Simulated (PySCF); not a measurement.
# C5H7FO2: the cost of one run

Programs: PySCF 2.14.0, with routines of our own; each step states its level. All values are computed. Atoms count from 0.

### Step 1. The starting structure

15 atoms, charge 0, multiplicity 1; geometry from: GFN2-xTB.

### Step 2. Magnetic properties: GIAO PBE/pcSseg-1

The job: settings as JSON, then the geometry in Å.

```
{"job": {"kind": "mag", "xc": "PBE", "basis": "pcSseg-1", "isotopologues": 2}, "charge": 0, "multiplicity": 1}
C     -0.622777     1.906519    -0.627439
O      0.324144     0.969876    -0.165602
C     -0.027116    -0.294145     0.065937
C     -1.437879    -0.735873    -0.161326
C      0.914057    -1.165023     0.509221
C      2.280784    -0.794277     0.744004
O      2.859241     0.234807     0.626410
F      2.994266    -1.896479     1.188813
H     -1.034529     1.621134    -1.599579
H     -0.075733     2.841926    -0.730320
H     -1.439694     2.043388     0.086688
H     -1.723303    -0.580924    -1.201659
H     -2.122887    -0.163650     0.463843
H     -1.544157    -1.788803     0.076119
H      0.651169    -2.190487     0.702978
```

With the program's defaults for keys left out, this is: GIAO PBE/pcSseg-1 magnetisability, rotational g tensor and spin-rotation constants, non-relativistic, gas phase.

The run is started by

```console
$ OMP_NUM_THREADS=1 python excited_run.py task.json out
```

The driver reads the jobs from task.json and runs them one after another.

**Question.** How long does this first job take on 1 thread of Intel Xeon at 2.70GHz, shared host, and how much memory does it need?

About 80 s, with a peak of 0.69 GiB.
